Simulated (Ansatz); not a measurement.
**WSe2: further runs on the relaxed cell**

This session takes WSe2 and sets out to fit an equation of state.

Program: Ansatz 0.2.0. Level of theory: DFT PBEsol+D3(BJ), scalar-relativistic, plane waves, PAW. These are calculated values, not measurements.

**1. The starting structure**

The structure is hexagonal, space group P6_3/mmc (No. 194). Conventional cell: a = 3.230 Å, b = 3.230 Å, c = 12.415 Å, α = 90.00°, β = 90.00°, γ = 120.00°. Around W (site symmetry -6m2) lie 6 Se at 2.51 Å. Se (site symmetry 3m) is surrounded by 3 W at 2.51 Å.

Coordinates:

```cif
data_structure
_symmetry_space_group_name_H-M 'P 1'
_symmetry_Int_Tables_number 1
_cell_length_a 3.2305
_cell_length_b 3.2305
_cell_length_c 12.4145
_cell_angle_alpha 90.000
_cell_angle_beta 90.000
_cell_angle_gamma 120.000
_cell_volume 112.20
loop_
_atom_site_label
_atom_site_type_symbol
_atom_site_fract_x
_atom_site_fract_y
_atom_site_fract_z
_atom_site_occupancy
W1 W 0.33333 0.66667 0.25000 1
W2 W 0.66667 0.33333 0.75000 1
Se1 Se 0.33333 0.66667 0.61458 1
Se2 Se 0.66667 0.33333 0.11458 1
Se3 Se 0.33333 0.66667 0.88542 1
Se4 Se 0.66667 0.33333 0.38542 1
```

It is the result of an earlier relaxation at this level (volume 18.70 Å³/atom; gap on the mesh: 0.71 eV).

**2. The cell scaled to 0.97 of its volume**

The input, input.yaml:

```yaml
crystal:
  lattice:
    - [3.1978226897, 0.0, 0.0]
    - [-1.5989113449, 2.7693956861, 0.0]
    - [0.0, 0.0, 12.2890937965]
  atoms:
    - { symbol: W, position: [0.3333333333, 0.6666666667, 0.25] }
    - { symbol: W, position: [0.6666666667, 0.3333333333, 0.75] }
    - { symbol: Se, position: [0.3333333333, 0.6666666667, 0.6145805821] }
    - { symbol: Se, position: [0.6666666667, 0.3333333333, 0.1145805821] }
    - { symbol: Se, position: [0.3333333333, 0.6666666667, 0.8854194179] }
    - { symbol: Se, position: [0.6666666667, 0.3333333333, 0.3854194179] }
basis:
  ecutwfc: 420
kpoints:
  mp_grid: { grid: [12, 12, 2] }
hamiltonian:
  xc: pbesol
  dispersion: d3bj
scf:
  occupations: { method: gaussian, width: 0.02 }
output:
  forces: true
  stress: true
  eigenvalues: true
relax:
  adjacent_minimum: "off"
  f_tol: 0.01
  max_steps: 30
  cell: { stress_tol: 0.1, fix: [volume] }
```

Run with:

```console
ansatz run input.yaml --threads 1 --pin off --max-ram 2560MiB --backend cpu --events-out ev --progress --plain --runs-dir out
```

**3. Point at V/V0 = 1.03**

Edit input.yaml of step 2 so:

```diff
@@ -2,5 +2,5 @@
   lattice:
-    - [3.1978226897, 0.0, 0.0]
-    - [-1.5989113449, 2.7693956861, 0.0]
-    - [0.0, 0.0, 12.2890937965]
+    - [3.2624425784, 0.0, 0.0]
+    - [-1.6312212892, 2.8253581513, 0.0]
+    - [0.0, 0.0, 12.5374252239]
   atoms:
```

**4. The cell scaled to 0.94 of its volume**

The input, input.yaml:

```yaml
crystal:
  lattice:
    - [3.1742229892, 0.0, 0.0]
    - [-1.5871114946, 2.7489577459, 0.0]
    - [0.0, 0.0, 12.0867592664]
  atoms:
    - { symbol: W, position: [0.3333333333, 0.6666666667, 0.25] }
    - { symbol: W, position: [0.6666666667, 0.3333333333, 0.75] }
    - { symbol: Se, position: [0.3333333333, 0.6666666667, 0.6121042529] }
    - { symbol: Se, position: [0.6666666667, 0.3333333333, 0.1121042529] }
    - { symbol: Se, position: [0.3333333333, 0.6666666667, 0.8878957471] }
    - { symbol: Se, position: [0.6666666667, 0.3333333333, 0.3878957471] }
basis:
  ecutwfc: 420
kpoints:
  mp_grid: { grid: [12, 12, 2] }
hamiltonian:
  xc: pbesol
  dispersion: d3bj
scf:
  occupations: { method: gaussian, width: 0.02 }
output:
  forces: true
  stress: true
  eigenvalues: true
  write_density: true
  write_potential: true
  elf: true
  volumetric_format: npy
relax:
  adjacent_minimum: "off"
  f_tol: 0.01
  max_steps: 30
  cell: { stress_tol: 0.1, fix: [volume] }
```

**5. Point at V/V0 = 1.06**

The input, input.yaml:

```yaml
crystal:
  lattice:
    - [3.2803572896, 0.0, 0.0]
    - [-1.6401786448, 2.8408727463, 0.0]
    - [0.0, 0.0, 12.7620502963]
  atoms:
    - { symbol: W, position: [0.3333333333, 0.6666666667, 0.25] }
    - { symbol: W, position: [0.6666666667, 0.3333333333, 0.75] }
    - { symbol: Se, position: [0.3333333333, 0.6666666667, 0.617226431] }
    - { symbol: Se, position: [0.6666666667, 0.3333333333, 0.117226431] }
    - { symbol: Se, position: [0.3333333333, 0.6666666667, 0.882773569] }
    - { symbol: Se, position: [0.6666666667, 0.3333333333, 0.382773569] }
basis:
  ecutwfc: 420
kpoints:
  mp_grid: { grid: [12, 12, 2] }
hamiltonian:
  xc: pbesol
  dispersion: d3bj
scf:
  occupations: { method: gaussian, width: 0.02 }
output:
  forces: true
  stress: true
  eigenvalues: true
relax:
  adjacent_minimum: "off"
  f_tol: 0.01
  max_steps: 30
  cell: { stress_tol: 0.1, fix: [volume] }
```

**6. Point at V/V0 = 0.91**

The input, input.yaml:

```yaml
crystal:
  lattice:
    - [3.1472754588, 0.0, 0.0]
    - [-1.5736377294, 2.7256205, 0.0]
    - [0.0, 0.0, 11.9022417137]
  atoms:
    - { symbol: W, position: [0.3333333333, 0.6666666667, 0.25] }
    - { symbol: W, position: [0.6666666667, 0.3333333333, 0.75] }
    - { symbol: Se, position: [0.3333333333, 0.6666666667, 0.6097595968] }
    - { symbol: Se, position: [0.6666666667, 0.3333333333, 0.1097595968] }
    - { symbol: Se, position: [0.3333333333, 0.6666666667, 0.8902404032] }
    - { symbol: Se, position: [0.6666666667, 0.3333333333, 0.3902404032] }
basis:
  ecutwfc: 420
kpoints:
  mp_grid: { grid: [12, 12, 2] }
hamiltonian:
  xc: pbesol
  dispersion: d3bj
scf:
  occupations: { method: gaussian, width: 0.02 }
output:
  forces: true
  stress: true
  eigenvalues: true
relax:
  adjacent_minimum: "off"
  f_tol: 0.01
  max_steps: 30
  cell: { stress_tol: 0.1, fix: [volume] }
```

**7. Volume × 1.10**

The input, input.yaml:

```yaml
crystal:
  lattice:
    - [3.304333696, 0.0, 0.0]
    - [-1.652166848, 2.8616369233, 0.0]
    - [0.0, 0.0, 13.0521414278]
  atoms:
    - { symbol: W, position: [0.3333333333, 0.6666666667, 0.25] }
    - { symbol: W, position: [0.6666666667, 0.3333333333, 0.75] }
    - { symbol: Se, position: [0.3333333333, 0.6666666667, 0.6200315922] }
    - { symbol: Se, position: [0.6666666667, 0.3333333333, 0.1200315922] }
    - { symbol: Se, position: [0.3333333333, 0.6666666667, 0.8799684078] }
    - { symbol: Se, position: [0.6666666667, 0.3333333333, 0.3799684078] }
basis:
  ecutwfc: 420
kpoints:
  mp_grid: { grid: [12, 12, 2] }
hamiltonian:
  xc: pbesol
  dispersion: d3bj
scf:
  occupations: { method: gaussian, width: 0.02 }
output:
  forces: true
  stress: true
  eigenvalues: true
relax:
  adjacent_minimum: "off"
  f_tol: 0.01
  max_steps: 30
  cell: { stress_tol: 0.1, fix: [volume] }
```

**8. Point at V/V0 = 0.88**

The input, input.yaml:

```yaml
crystal:
  lattice:
    - [3.1164220254, 0.0, 0.0]
    - [-1.5582110127, 2.6989006429, 0.0]
    - [0.0, 0.0, 11.738889811]
  atoms:
    - { symbol: W, position: [0.3333333333, 0.6666666667, 0.25] }
    - { symbol: W, position: [0.6666666667, 0.3333333333, 0.75] }
    - { symbol: Se, position: [0.3333333333, 0.6666666667, 0.6075618915] }
    - { symbol: Se, position: [0.6666666667, 0.3333333333, 0.1075618915] }
    - { symbol: Se, position: [0.3333333333, 0.6666666667, 0.8924381085] }
    - { symbol: Se, position: [0.6666666667, 0.3333333333, 0.3924381085] }
basis:
  ecutwfc: 420
kpoints:
  mp_grid: { grid: [12, 12, 2] }
hamiltonian:
  xc: pbesol
  dispersion: d3bj
scf:
  occupations: { method: gaussian, width: 0.02 }
output:
  forces: true
  stress: true
  eigenvalues: true
relax:
  adjacent_minimum: "off"
  f_tol: 0.01
  max_steps: 30
  cell: { stress_tol: 0.1, fix: [volume] }
```

(Steps that only read results are left out.)

Q: Predict the outcome of this session. Wanted: equilibrium volume of the fit; bulk modulus.

**Answer**, as computed:

| quantity | value |
| --- | --- |
| equilibrium volume of the fit | 18.71 Å³/atom |
| bulk modulus | 67 GPa |
| its pressure derivative | 9.0 |

In words: The fit puts the minimum at 18.71 Å³/atom with B = 67 GPa and B' = 9.0. The gap on the mesh goes from 0.24 eV at the smallest volume to 1.06 eV at the largest. Spin-orbit coupling is left out, which matters for the bands of W.
